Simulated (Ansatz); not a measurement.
# InH₂+ (triplet): B3LYP, r2SCANh, wB97M-V over a scan of the scale of all distances, def2-TZVPP

How well do these functionals follow the top wave-function level for InH₂+ (triplet) over a scan of the scale of all distances?

Computed with Ansatz 0.2.0, Gaussian basis. Level: def2-TZVPP, all electrons in the functionals.

The runs, in order: B3LYP, r2SCANh, wB97M-V, at 0.870; 1.000; 1.128; 1.282; 1.480; 1.735; 2.007; 2.367.

12 further runs of the same task are left out: 9 that didn't finish, 3 set aside as unsound or not needed.

## (1) The system

The geometry derives from a PBE0/def2-TZVP stationary point (not a proven minimum). All distances are scaled together. No spin-orbit coupling is included. Elements past krypton take def2 core potentials.

3 atoms, charge 1, spin multiplicity 3.

Atoms are counted from 1 here; the program's logs count them from 0.

Bond lengths: In1–H2 1.966 Å, In1–H3 1.966 Å. Angles: H2–In1–H3 71.1°.

No dispersion term is added; wB97M-V holds VV10 nonlocal correlation. B3LYP takes the VWN-RPA correlation.

The geometry shown and the zero of energy belong to the point 1.000. The yardstick, FCI, and other wave-function levels (R restricted, U unrestricted, valence and pair active spaces) come from earlier runs.

## (2) B3LYP, 0.870

in.yaml

```yaml
crystal:
  periodic: [false, false, false]
  atoms:
    - {symbol: In, position_ang: [0.000000, 0.000000, -0.024015]}
    - {symbol: H, position_ang: [0.000000, 0.994665, 1.367826]}
    - {symbol: H, position_ang: [0.000000, -0.994665, 1.367826]}
basis:
  gaussian: {orbitals: def2-TZVPP}
total_charge: 1
magnetization: {spin_polarized: true, initial_magnetization: 2}
hamiltonian: {xc: {name: B3LYP}}
```

Launch:

```console
ansatz run in.yaml --threads 1 --pin off --events-out ev --progress --plain --max-ram 2393MiB
```

After this run come: B3LYP, 1.000; B3LYP, 1.128; B3LYP, 1.282; B3LYP, 1.480; B3LYP, 1.735; B3LYP, 2.007; B3LYP, 2.367; r2SCANh, 0.870; r2SCANh, 1.000; r2SCANh, 1.128; r2SCANh, 1.282; r2SCANh, 1.480; r2SCANh, 1.735; r2SCANh, 2.007; r2SCANh, 2.367; wB97M-V, 0.870; wB97M-V, 1.000; wB97M-V, 1.128; wB97M-V, 1.282; wB97M-V, 1.480; wB97M-V, 1.735; wB97M-V, 2.007; wB97M-V, 2.367.

Q: Predict the results of all the runs planned. Wanted: span of the FCI curve; largest miss, B3LYP; largest miss, r2SCANh; largest miss, wB97M-V.

The runs gave:

```
             quantity              value
span of the FCI curve           0.432 eV
  largest miss, B3LYP  +0.093 eV (2.367)
largest miss, r2SCANh  +0.432 eV (2.367)
largest miss, wB97M-V  -0.125 eV (0.870)
```

In words: Of the functionals, B3LYP keep the smallest largest miss at the points compared (at most 0.093 eV) and r2SCANh strays most (0.432 eV, at 2.367). Functionals and the yardstick converge differently with the basis, so part of each miss in def2-TZVPP is the basis.
